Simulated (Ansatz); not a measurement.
This script drives the Ansatz DFT code, driven from Python.

Input file `li3au.cif`:
```cif
data_Li3Au
_cell_length_a 4.456187
_cell_length_b 4.456187
_cell_length_c 4.456187
_cell_angle_alpha 60.00000
_cell_angle_beta 60.00000
_cell_angle_gamma 60.00000
_symmetry_space_group_name_H-M 'P 1'
_symmetry_Int_Tables_number 1
loop_
_symmetry_equiv_pos_as_xyz
'x, y, z'
loop_
_atom_site_label
_atom_site_type_symbol
_atom_site_fract_x
_atom_site_fract_y
_atom_site_fract_z
Li1 Li    0.250000    0.250000    0.250000
Li2 Li    0.750000    0.750000    0.750000
Li3 Li    0.500000    0.500000    0.500000
Au4 Au    0.000000    0.000000    0.000000
```

Script `lattice_li3au.py`:
```python
"""How the lattice of Li3Au depends on the functional."""

from dataclasses import dataclass

import ansatz as az
from ase.io import read
import numpy as np


@dataclass
class RunConfig:
    k_spacing: float = 0.29
    filling: str = "Methfessel-Paxton"
    fmax: float = 0.03


settings = RunConfig()

def edges_and_angles(cell):
    cell = np.asarray(cell)
    a, b, c = np.linalg.norm(cell, axis=1)
    cosines = cell[1] @ cell[2] / (b * c), cell[0] @ cell[2] / (a * c), cell[0] @ cell[1] / (a * b)
    return (a, b, c, *np.degrees(np.arccos(cosines)))

atoms = read("li3au.cif")
crystal = az.Crystal.from_ase(atoms)

setup = (
    crystal.calculation()
    .kpoints(spacing=settings.k_spacing)
    .occupations(settings.filling, width=100 * az.meV)
    .relax(cell=True, force_tolerance=settings.fmax)
)

levels = [("pbesol", "none"), ("pbesol", "d3bj"), ("lda", "none")]
print("level            a       b       c    alpha   beta  gamma  V/atom  steps")
for name, dispersion in levels:
    seen = []
    run = setup.functional(name, dispersion=dispersion).session().plan()
    result = run.execute(on_event=lambda e: seen.append(e) if e["event"] == "relax_step" else None)
    cell = result.lattice.cell_ang
    label = name if dispersion == "none" else f"{name}+{dispersion}"
    print("{:13s} {:7.4f} {:7.4f} {:7.4f} {:6.2f} {:6.2f} {:6.2f}".format(label, *edges_and_angles(cell)), f"{abs(np.linalg.det(cell)) / len(result.lattice.sites):7.3f} {len(seen):5d}")
```

It is started by `python lattice_li3au.py`. How long does it take on 1 thread of Arm Neoverse V1 (shared host), and how much memory does it need?

It took about 16 s, with a peak of 0.45 GiB, for 3 runs of the engine.

```console
$ python lattice_li3au.py
level            a       b       c    alpha   beta  gamma  V/atom  steps
DeckWarning: basis.ecutwfc = 420 eV, auto-derived from the records' recommended cutoffs: set by Li (normal level)
pbesol         4.3965  4.3965  4.3965  60.00  60.00  60.00  15.023     4
pbesol+d3bj    4.2750  4.2750  4.2750  60.00  60.00  60.00  13.811     5
lda            4.3129  4.3129  4.3129  60.00  60.00  60.00  14.182     5
```
(Warnings from the package without file and line.)

From smallest to largest: PBEsol+D3BJ (13.81 Å³ an atom, -11.7 % against the start), LDA (14.18 Å³ an atom, -9.3 % against the start) and PBEsol (15.02 Å³ an atom, -4.0 % against the start). The spread is 8.8 % in volume.

What to keep in mind:
- Forces vanish by symmetry, so the ions can't move, and the end may be a saddle.
- Dispersion corrections can be off by several per cent in the lattices of metals, and by several GPa in the pressure at a fixed cell.
- The mesh is modest for a metal, so energies can be off by several to tens of meV an atom and pressures by half a GPa or more; differences at equal mesh fare better.
- Edges and angles are those of the cell as typed, here a primitive one, not of the conventional cell.
- Spin-orbit coupling, which matters for elements this heavy, is left out.
- The starting cell is as deposited in a crystallographic database; the results hold for this polymorph, which needn't be the stable one.
